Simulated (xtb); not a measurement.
# GFN2-xTB run of C2H8GeSi2 (SMILES C#C[SiH]([SiH3])[GeH3])

We compute energy and forces of C2H8GeSi2. 

The results are computed with xtb 6.7.1.

9 further runs of the same task are left out: 9 set aside as unsound or not needed.

## Step 1: The structure to begin with

The species is C2H8GeSi2 (13 atoms), meant as a singlet with charge 0. SMILES: `C#C[SiH]([SiH3])[GeH3]`. Geometry: optimised at GFN2-xTB.

Bond lengths: C1–C2 1.203 Å, C2–Si3 1.853 Å, Si3–Si4 2.323 Å, Si3–Ge5 2.353 Å, C1–H6 1.053 Å, Si3–H7 1.475 Å, Si4–H8 1.467 Å, Si4–H9 1.465 Å, Si4–H10 1.463 Å, Ge5–H11 1.505 Å, Ge5–H12 1.502 Å, Ge5–H13 1.502 Å. Some angles: C1–C2–Si3 178.3°, C2–Si3–Si4 110.4°, C2–Si3–Ge5 106.4°, Si4–Si3–Ge5 113.6°, C2–C1–H6 179.5°, C2–Si3–H7 104.3°, Si4–Si3–H7 113.8°, Ge5–Si3–H7 107.7°, Si3–Si4–H8 110.9°, Si3–Si4–H9 111.7°.

## Step 2: Energy and gradient at GFN2-xTB

struc.xyz

```xyz
13

C     -0.93499300     2.68601400     0.96189300
C     -0.43532000     1.76738800     0.36648600
Si     0.31311600     0.31735300    -0.51198500
Si     1.94131200    -0.67888600     0.81282700
Ge    -1.46742200    -1.12036200    -1.05848400
H     -1.36963300     3.49575100     1.47551700
H      0.83401100     0.88433500    -1.77054200
H      2.56412100    -1.80851500     0.11508600
H      1.38075700    -1.19824700     2.06257700
H      3.00736800     0.26121700     1.16064200
H     -1.05866400    -2.34129300    -1.83698400
H     -2.57985100    -0.55221100    -1.89176800
H     -2.19479200    -1.71253400     0.11473500
```

Command:

```
xtb --grad --acc 1 --gfn 2 --chrg 0 -- struc.xyz | tee out.txt
```

What values should one expect? Wanted: total energy; dipole moment; HOMO energy; LUMO energy; HOMO–LUMO gap; dispersion energy; largest force on an atom; mean polarisability.

**Answer.** As computed:

At GFN2-xTB:

```
                      quantity          value
                  total energy   -13.64662 Eh
                 dipole moment         1.53 D
                   HOMO energy       -9.96 eV
                   LUMO energy       -6.07 eV
                 HOMO–LUMO gap        3.89 eV
             dispersion energy  -25.76 kJ/mol
      largest force on an atom     0.006 eV/Å
mean polarisability (D4 model)    108.2 bohr³
```

**Reading.** Mulliken charges run from -0.13 on C2 to +0.38 on Si3.
